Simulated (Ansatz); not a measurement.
# KPt (CsCl type): how the settings move a single-point run

Question: which choices in the input matter for KPt (CsCl type)?

Computed with Ansatz 0.2.0 (reference: DFT, r2SCAN, PAW with Ansatz's default frozen-core files, fully relativistic files with spin-orbit coupling, unless a step's input says otherwise).

2 further runs of the same task are left out: 2 that didn't finish.

## (1) The system as given

Symmetry: Pm-3m, No. 221, cubic system. The conventional cell has a = 3.654 Å, b = 3.654 Å, c = 3.654 Å, α = 90.00°, β = 90.00°, γ = 90.00°. K (site symmetry m-3m) is surrounded by 8 Pt at 3.16 Å. Pt (site symmetry m-3m) is surrounded by 8 K at 3.16 Å.

As a file:

```cif
data_structure
_symmetry_space_group_name_H-M 'Pm-3m'
_symmetry_Int_Tables_number 221
_cell_length_a 3.6538
_cell_length_b 3.6538
_cell_length_c 3.6538
_cell_angle_alpha 90.000
_cell_angle_beta 90.000
_cell_angle_gamma 90.000
_cell_volume 48.78
loop_
_atom_site_label
_atom_site_type_symbol
_atom_site_symmetry_multiplicity
_atom_site_Wyckoff_symbol
_atom_site_fract_x
_atom_site_fract_y
_atom_site_fract_z
_atom_site_occupancy
K1 K 1 a 0.00000 0.00000 0.00000 1
Pt1 Pt 1 b 0.50000 0.50000 0.50000 1
```

## (2) Reference

File input.yaml:

```yaml
crystal:
  lattice:
    - [3.6537715897, 0.0, 0.0]
    - [0.0, 3.6537715897, 0.0]
    - [0.0, 0.0, 3.6537715897]
  atoms:
    - { symbol: K, position: [0.0, 0.0, 0.0] }
    - { symbol: Pt, position: [0.5, 0.5, 0.5] }
kpoints:
  mp_grid: { grid: [10, 10, 10] }
  band_path:
    path:
      - [0.0, 0.0, 0.0]
      - [0.0, 0.5, 0.0]
      - [0.5, 0.5, 0.0]
      - [0.0, 0.0, 0.0]
      - [0.5, 0.5, 0.5]
      - [0.0, 0.5, 0.0]
      - [0.5, 0.5, 0.5]
      - [0.5, 0.5, 0.0]
    npoints: 8
scf:
  occupations: { method: fermi_dirac, width: 0.05 }
hamiltonian:
  xc: r2scan
  pseudopotentials: { kind: paw_fr }
output:
  forces: true
  stress: true
  eigenvalues: true
magnetization:
  noncollinear: true
  spin_orbit: true
```

The run is started by

```sh
> ansatz run input.yaml --threads 1 --pin off --max-ram 2048MiB --backend cpu --events-out ev --progress --plain --runs-dir out
```

## (3) Variant: occupations.method tetrahedron, width left out

input.yaml: that of step 2 with these lines changed.

```diff
@@ -22,3 +22,3 @@
 scf:
-  occupations: { method: fermi_dirac, width: 0.05 }
+  occupations: { method: tetrahedron }
 hamiltonian:
@@ -30,2 +30,6 @@
   eigenvalues: true
+  write_density: true
+  write_potential: true
+  elf: true
+  volumetric_format: npy
 magnetization:
```

**Question.** What will these runs give? Wanted: for each run, ending; energy change; pressure; gap; force.

**Answer**, as computed:

| run | ending | energy change | pressure (GPa) | gap (eV) | force (eV/Å) | cycles | time |
| --- | --- | --- | --- | --- | --- | --- | --- |
| reference | converged | 0 | 0.4 | 0.00 | 0.00 | 9 | 65 s |
| 1: occupations.method tetrahedron, width left out | converged | -4.2 meV/atom (σ→0) | 0.3 | 0.00 | 0.00 | 8 | 59 s |

Times don't compare one to one where runs were asked for different outputs or read a saved state (see the inputs); cycles may leave out searches for a lower state.

Residual by cycle in the longest SCF loop of each run; runs are numbered as in the table. The quantity is the density residual dr2, in eV.

| cycle | reference | run 1 |
| --- | --- | --- |
| 1 | 8.93 | 8.85 |
| 2 | 1.84 | 1.83 |
| 3 | 0.185 | 0.179 |
| 4 | 0.0388 | 0.0316 |
| 5 | 0.00101 | 8.9e-4 |
| 6 | 8.2e-5 | 4.5e-5 |
| 7 | 5.1e-6 | 2.8e-6 |
| 8 | 1.7e-7 | 8.6e-8 |
| 9 | 6.4e-9 | - |

What this shows: Changing the smearing moves the energy by -4.2 meV/atom (σ→0 values).
